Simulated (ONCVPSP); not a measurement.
# Pseudopotential generation for gallium: ONCV, PBEsol

Task: generate the file, and judge it by its errors in other configurations, its logarithmic derivatives, its ghosts and its cutoff.

The numbers are computed with ONCVPSP 4.0.1.1 (patched build) (PBEsol, scalar-relativistic, spin-unpolarised reference atom).

**1. Settings**

Typed settings, in words:

- element: gallium (Ga, Z = 31)
- type: optimised norm-conserving Vanderbilt (ONCV)
- frozen core: [Ar]
- valence charge: 13
- reference configuration: 3d10 4s2 4p1
- partial waves: 4s: rc 1.60 bohr, ncon 4, nbas 7, qcut 3.2 1/bohr, 2 projectors, debl 0.7 Ha; 4p: rc 2.65 bohr, ncon 4, nbas 9, qcut 3.1 1/bohr, 3 projectors, debl 0.7 Ha; 3d: rc 0.65 bohr, ncon 5, nbas 9, qcut 16.9 1/bohr, local
- local potential: the d channel
- core correction: polynomial model core, fcfact 0.7

The nodes and maxima of the atom's own shells, from an earlier all-electron run, set the scale for the radii.

All-electron outer shells of the reference configuration (PBEsol, scalar-relativistic, ld1.x):

| shell | level (eV) | outermost node (bohr) | outermost maximum (bohr) |
| --- | --- | --- | --- |
| 3s | -147.78 | 0.27 | 0.56 |
| 3p | -98.68 | 0.24 | 0.56 |
| 3d | -19.16 | – | 0.53 |
| 4s | -8.96 | 0.81 | 1.90 |
| 4p | -2.57 | 0.87 | 2.53 |

**2. Generation**

Ga.dat reads:

```
# ATOM AND REFERENCE CONFIGURATION
# atsym  z   nc   nv     iexc    psfile
  Ga 31.00    5    3  -116133      upf
#
#   n    l    f
    1    0    2.00
    2    0    2.00
    2    1    6.00
    3    0    2.00
    3    1    6.00
    3    2   10.00
    4    0    2.00
    4    1    1.00
#
# PSEUDOPOTENTIAL AND OPTIMIZATION
# lmax
    2
#
#   l,   rc,      ep,       ncon, nbas, qcut
    0    1.60    0.00    4    7    3.20
    1    2.65    0.00    4    9    3.10
    2    0.65    0.00    5    9   16.90
#
# LOCAL POTENTIAL
# lloc, lpopt,  rc(5),   dvloc0
    2    5    0.65    0.00
#
# VANDERBILT-KLEINMAN-BYLANDER PROJECTORs
# l, nproj, debl
    0    2    0.70
    1    3    0.70
    2    0    2.30
#
# MODEL CORE CHARGE
# icmod, fcfact, rcfact
    1    0.70    0.00
#
# LOG DERIVATIVE ANALYSIS
# epsh1, epsh2, depsh
   -2.00    5.00    0.02
#
# OUTPUT GRID
# rlmax, drl
    6.00    0.01
#
# TEST CONFIGURATIONS
# ncnf
    4
# nvcnf
#   n    l    f
    3
    3    2   10.00
    4    0    2.00
    4    1    0.00
#
    3
    3    2   10.00
    4    0    1.00
    4    1    0.00
#
    3
    3    2   10.00
    4    0    0.00
    4    1    0.00
#
    3
    3    2    9.00
    4    0    2.00
    4    1    2.00
#
```

Run with:

```console
$ oncvpsp.x < Ga.dat > Ga.out
```

What the program wrote to Ga.out (without the consistency checks and plot data):

```text
ONCVPSP  (Optimized Norm-Conservinng Vanderbilt PSeudopotential)
scalar-relativistic version 4.0.1.1, modified

#   n    l    f        energy (Ha)
    1    0    2.00    -3.7561965E+02
    2    0    2.00    -4.6348649E+01
    2    1    6.00    -4.0359209E+01
    3    0    2.00    -5.4307204E+00
    3    1    6.00    -3.6264969E+00
    3    2   10.00    -7.0419174E-01
    4    0    2.00    -3.2937413E-01
    4    1    1.00    -9.4479440E-02

Reference configufation results
  iterations    32
  all-electron total energy (Ha)   -1.94245904D+03

Begin loop to  construct optimized pseudo wave functions
and semi-local pseudopoentials for all angular momenta

   Wellstate for l =  0  n =  5
     eigenvalue =   0.3706
     asymptotic potential =   0.8706
     half-point radius =  5.2052

Calculating optimized projector #   1

 for l=   0

    Fraction of norm inside rc  0.207480
    Optimizing pswf for qcut=   3.21 a_B^-1,  ecut=   5.14 Ha
    Residual kinetic energy error=  6.56D-03 Ha

    Energy error per electron        Cutoff
         Ha          eV             Ha
         0.01000     0.27211        4.61
         0.00100     0.02721       12.97
         0.00010     0.00272       32.25
         0.00001     0.00027       40.10

Calculating optimized projector #   2

 for l=   0

    Fraction of norm inside rc  0.105734
    Optimizing pswf for qcut=   3.21 a_B^-1,  ecut=   5.14 Ha
    Residual kinetic energy error=  7.42D-03 Ha

    Energy error per electron        Cutoff
         Ha          eV             Ha
         0.01000     0.27211        4.72
         0.00100     0.02721       25.09
         0.00010     0.00272       60.54
         0.00001     0.00027       70.32

   Wellstate for l =  1  n =  5
     eigenvalue =   0.6055
     asymptotic potential =   1.1055
     half-point radius =  4.8230

   Wellstate for l =  1  n =  6
     eigenvalue =   1.3055
     asymptotic potential =   1.8055
     half-point radius =  5.3478

Calculating optimized projector #   1

 for l=   1

    Fraction of norm inside rc  0.364311
    Optimizing pswf for qcut=   3.11 a_B^-1,  ecut=   4.82 Ha
    Residual kinetic energy error=  4.01D-05 Ha

    Energy error per electron        Cutoff
         Ha          eV             Ha
         0.01000     0.27211        1.34
         0.00100     0.02721        2.17
         0.00010     0.00272        2.98
         0.00001     0.00027       21.78

Calculating optimized projector #   2

 for l=   1

    Fraction of norm inside rc  0.280412
    Optimizing pswf for qcut=   3.11 a_B^-1,  ecut=   4.82 Ha
    Residual kinetic energy error=  1.71D-04 Ha

    Energy error per electron        Cutoff
         Ha          eV             Ha
         0.01000     0.27211        2.12
         0.00100     0.02721        2.85
         0.00010     0.00272        5.81
         0.00001     0.00027       18.50

Calculating optimized projector #   3

 for l=   1

    Fraction of norm inside rc  0.158885
    Optimizing pswf for qcut=   3.11 a_B^-1,  ecut=   4.82 Ha
    Residual kinetic energy error=  8.28D-04 Ha

    Energy error per electron        Cutoff
         Ha          eV             Ha
         0.01000     0.27211        2.72
         0.00100     0.02721        4.68
         0.00010     0.00272        8.41
         0.00001     0.00027       24.89

Calculating optimized projector #   1

 for l=   2

    Fraction of norm inside rc  0.438818
    Optimizing pswf for qcut=  16.91 a_B^-1,  ecut= 143.02 Ha
    Residual kinetic energy error=  1.29D-02 Ha

    Energy error per electron        Cutoff
         Ha          eV             Ha
         0.01000     0.27211      149.10
         0.00100     0.02721      595.03
         0.00010     0.00272      706.80
         0.00001     0.00027      772.11

Construct Vanderbilt / Kleinmman-Bylander projectors

B matrix Hermiticity error, ll=   0
   1   2    2.8216E-05

  Orthonormal projector coefficients  3.0446E+01  3.8384E+00

B matrix Hermiticity error, ll=   1
   1   2    2.4575E-05
   1   3   -4.1888E-05
   2   3    2.9698E-05

  Orthonormal projector coefficients  1.1218E+01  1.6785E+00  3.2269E-01

Model core correction analysis
  based on d2Exc/dn_idn_j

d2excae - all-electron derivatives

   -3.042951D-02   -6.009832D-03   -2.310299D-03
   -6.104480D-03   -2.564039D-02   -1.326300D-02
   -2.438359D-03   -1.451407D-02   -8.181484D-03

d2excps - pseudofunction derivatives with no core correction

   -5.004643D-02   -6.489400D-03   -2.517773D-03
   -6.584118D-03   -2.626238D-02   -1.326223D-02
   -2.646079D-03   -1.451537D-02   -8.027572D-03

rms 2nd derivative error    6.547098E-03

Polynomial model core charge

d2excps - pseudofunction derivatives with core correction

   -3.338344D-02   -5.771957D-03   -2.260547D-03
   -5.866612D-03   -2.572596D-02   -1.310839D-02
   -2.388640D-03   -1.435932D-02   -7.993375D-03

rms 2nd derivative error    9.963477E-04

Pseudoatom total energy  -78.319738

Diagnostic tests using Vanderbilt-Kleinman-Bylander pseudopotentials
  1 or more projectors used as specified by nproj input data

   l    rcore       rmatch      e in        delta e   norm test  slope test

   0   1.6073972   1.6562013  -0.3293741  -0.0000005   1.0000274   1.0000174
   0   1.6073972   1.6562013   0.3706259   0.0000061   1.0001412   1.0001412

   1   2.6567678   2.7374330  -0.0944794  -0.0000001   1.0000144   1.0000254
   1   2.6567678   2.7374330   0.6055206   0.0000001   1.0000826   1.0000826
   1   2.6567678   2.7374330   1.3055206   0.0000066   1.0001156   1.0001156

   2   0.6513706   0.6711476  -0.7041917   0.0000820   1.0000218   0.9999637

 Testing for bound ghosts
   n   l    E NL Schr. Eq   E Basis Diag.   E Cutoff

       0                      -14.354275     71.93  WARNING - GHOST(-)
   1   0       -0.329375       -0.309624     71.93

       1                       -7.560081     70.63  WARNING - GHOST(-)
   2   1       -0.094480       -0.089634     70.63

 Testing for highly-localized positive-energy ghosts
       l    <radius>/rc     E Basis Diag.   E Cutoff

Test configuration 0

   n   l     f        eae           eps        diff
   1   0  2.0000 -375.61965393
   2   0  2.0000  -46.34864928
   2   1  6.0000  -40.35920948
   3   0  2.0000   -5.43072042
   3   1  6.0000   -3.62649692
   3   2 10.0000   -0.70419174   -0.70410973    8.20D-05
   4   0  2.0000   -0.32937413   -0.32937462   -4.95D-07
   4   1  1.0000   -0.09447944   -0.09447956   -1.16D-07

    Total energies and differences
      AE_ref= -1.94245904D+03  AE_tst= -1.94245904D+03  dif=  0.00D+00
      PS_ref= -7.83197378D+01  PS_tst= -7.83197378D+01  dif=  1.42D-13
      PSP excitation error= -1.42D-13

Test configuration 1

   n   l     f        eae           eps        diff
   1   0  2.0000 -375.92733777
   2   0  2.0000  -46.65355864
   2   1  6.0000  -40.66447422
   3   0  2.0000   -5.73608184
   3   1  6.0000   -3.93199529
   3   2 10.0000   -1.00907077   -1.00852867    5.42D-04
   4   0  2.0000   -0.60131681   -0.60178049   -4.64D-04

    Total energies and differences
      AE_ref= -1.94245904D+03  AE_tst= -1.94225032D+03  dif=  2.09D-01
      PS_ref= -7.83197378D+01  PS_tst= -7.81108861D+01  dif=  2.09D-01
      PSP excitation error= -1.24D-04

Test configuration 2

   n   l     f        eae           eps        diff
   1   0  2.0000 -376.37605627
   2   0  2.0000  -47.09223196
   2   1  6.0000  -41.10399110
   3   0  2.0000   -6.17882276
   3   1  6.0000   -4.37474556
   3   2 10.0000   -1.44746884   -1.44389230    3.58D-03
   4   0  1.0000   -0.95668758   -0.95829172   -1.60D-03

    Total energies and differences
      AE_ref= -1.94245904D+03  AE_tst= -1.94147356D+03  dif=  9.85D-01
      PS_ref= -7.83197378D+01  PS_tst= -7.73330841D+01  dif=  9.87D-01
      PSP excitation error= -1.17D-03

Test configuration 3

psatom: WARNING lschvkbb convergence error n,l,iter=   2   1   4
ea(ii),et,emin,emax -1.028636E-01 -1.131499E-01 -1.131499E-01 -1.131499E-01
run_config: WARNING for fully non-local PS atom, stg. 1
 WARNING no output for configuration 4

Test configuration 4

   n   l     f        eae           eps        diff
   1   0  2.0000 -376.00189448
   2   0  2.0000  -46.76644999
   2   1  6.0000  -40.77367014
   3   0  2.0000   -5.79189883
   3   1  6.0000   -3.97985684
   3   2  9.0000   -1.03138358   -1.05515988   -2.38D-02
   4   0  2.0000   -0.41755712   -0.41500455    2.55D-03
   4   1  2.0000   -0.14290793   -0.14242820    4.80D-04

    Total energies and differences
      AE_ref= -1.94245904D+03  AE_tst= -1.94171226D+03  dif=  7.47D-01
      PS_ref= -7.83197378D+01  PS_tst= -7.75620518D+01  dif=  7.58D-01
      PSP excitation error= -1.09D-02
```

Run time: 3.6 s. Hardware: 1 thread of Intel Xeon Platinum 8488C, shared host.

All-electron and pseudo partial waves u(r) = r·R(r), from the program's wave files:

```
r (bohr)    4s AE   4s PS
   0.132   0.1864  0.0178
   0.265  -0.0141  0.0418
   0.398  -0.2687  0.0749
   0.530  -0.3062  0.1164
   0.663  -0.1909  0.1670
   0.795  -0.0157  0.2281
   0.928   0.1663  0.3028
   1.060   0.3263  0.3884
   1.193   0.4575  0.4785
   1.325   0.5567  0.5613
   1.458   0.6283  0.6287
   1.590   0.6752  0.6751
   1.723   0.7021  0.7021
   1.855   0.7127  0.7126
   1.988   0.7103  0.7103
   2.120   0.6981  0.6981
   2.252   0.6783  0.6783
   2.385   0.6528  0.6528
   2.518   0.6234  0.6234
   2.650   0.5917  0.5917
   2.782   0.5585  0.5585
   2.915   0.5244  0.5244
   3.048   0.4904  0.4904
   3.180   0.4571  0.4571
   3.312   0.4248  0.4248
   3.445   0.3934  0.3934
```

Densities times 4π (e/bohr³); a dash where the program caps the true core:

```
r (bohr)  pseudo valence  true core  model core
   0.132            9.43          –       68.36
   0.398           74.23      75.52        56.2
   0.663           25.31       29.3       26.77
   0.928           8.465       6.59        6.59
   1.193           3.147      1.261       1.261
   1.458           1.428     0.2347      0.2347
   1.723          0.7756     0.0441      0.0441
   1.988          0.4702   0.008458    0.008458
   2.252          0.3023   0.001666    0.001666
   2.518          0.1983  0.0003298   0.0003298
   2.782          0.1319  6.725e-05   6.725e-05
   3.048         0.08817  1.375e-05   1.375e-05
   3.312          0.0595   2.86e-06    2.86e-06
```

**3. Transferability, from the output's test configurations**

1 test gave no usable energy difference (3d10 4s0 4p0).

The tests as a table, with energies relative to 3d10 4s2 4p1.

```csv
valence configuration,charge,ΔE all-electron (eV),error AE − PS (meV)
3d10 4s2 4p0,+1,5.680,-3.4
3d10 4s1 4p0,+2,26.816,-32
3d9 4s2 4p2,0,20.321,-297
```

**4. Logarithmic derivatives**

Taken from the files of the generation run. The phase is arctan(r·R′/R) of the radial function R, unwrapped, with energies in Ha. A pole is an energy at which the radial function vanishes at the test radius. The pseudo phase is shifted by a multiple of π to meet the all-electron one at the reference energy. Levels narrower than the energy grid can be missing from the poles. The last column is the largest difference on the grid between −0.5 and +0.5 Ha.

| channel | radius (bohr) | reference (Ha) | poles AE | poles PS | window around the reference with phases within 0.05 rad (Ha) | largest difference near zero (rad) |
| --- | --- | --- | --- | --- | --- | --- |
| s | 1.63 | -0.33 | 3.37 | 2.98 | below 3.2 | 0.000 |
| p | 2.69 | -0.09 | 0.67, 4.12 | 0.67, 4.09 | the whole range | 0.000 |
| d | 0.66 | -0.70 | none | none | the whole range | 0.001 |

Phases (rad) along the scan:

```
E (Ha)    d AE    d PS    s AE    s PS
 -1.98  -0.654  -0.653   0.982   0.979
 -1.62  -0.745  -0.745   0.851   0.849
 -1.26  -0.828  -0.828   0.647   0.645
 -0.90  -0.903  -0.903   0.320   0.319
 -0.54  -0.970  -0.970  -0.141  -0.141
 -0.18  -1.030  -1.029  -0.596  -0.596
  0.18  -1.083  -1.083  -0.914  -0.914
  0.54  -1.132  -1.131  -1.114  -1.114
  0.90  -1.175  -1.174  -1.242  -1.242
  1.26  -1.215  -1.212  -1.330  -1.331
  1.62  -1.250  -1.248  -1.395  -1.396
  1.98  -1.283  -1.279  -1.444  -1.448
  2.34  -1.313  -1.308  -1.484  -1.492
  2.70  -1.340  -1.335  -1.518  -1.534
  3.06  -1.366  -1.360  -1.547  -1.583
  3.42  -1.389  -1.382  -1.574  -1.674
  3.78  -1.411  -1.403  -1.599  -2.948
  4.14  -1.432  -1.423  -1.624  -4.564
  4.50  -1.451  -1.441  -1.650  -4.655
  4.86  -1.469  -1.458  -1.676  -4.695
```

**5. Plane-wave cutoff and ghosts**

From the same output: the cutoffs (Ha) at which the residual kinetic energy of the hardest occupied pseudo-wave falls to 1 and 0.1 mHa per electron are 595 Ha and 707 Ha.

The program's own ghost test: GHOST(-) flagged for s at -390.6 eV, p at -205.7 eV; no localised positive-energy state flagged.

Cutoff (Ha) at which the first wave of each channel reaches a given error (Ha per electron):

```
  error     s     p      d
1.0e-02   4.6   1.3  149.1
3.2e-03   6.1   1.7  347.0
1.0e-03  13.0   2.2  595.0
3.2e-04  21.8   2.6  661.9
1.0e-04  32.2   3.0  706.8
3.2e-05  36.6   5.7  740.9
1.0e-05  40.1  21.8  772.1
```

**6. Outcome**

| quantity | value |
| --- | --- |
| cutoffs for 1 and 0.1 mHa per electron, occupied waves | 595 Ha and 707 Ha |
| bound ghosts | s at -390.60 eV, p at -205.72 eV |
| GHOST(+) flags | none at low energy |
| largest test error (AE − PS) | -297 meV, for 3d9 4s2 4p2 (1 test unsolved) |
| largest phase difference near zero energy, channels read | 0.001 rad |
| rms error of d²Exc/dn², without and with the model core | 6.55 and 1.00 mHa |

In words: A bound ghost (s, p) makes it unfit for use: electrons can fall into a state that the atom doesn't have. The worst unpolarised test, 3d9 4s2 4p2, is off by 297 meV on 20.3 eV; by total energies transferability rates as poor. Of the tests 1 gave no usable energy difference, which is a warning in itself. It counts as very hard, with 595 Ha needed at the looser tolerance. At the looser tolerance the 3d wave is the slowest; 4s needs 13 Ha. Near zero energy the phases of the channels with partial waves agree within 0.001 rad.
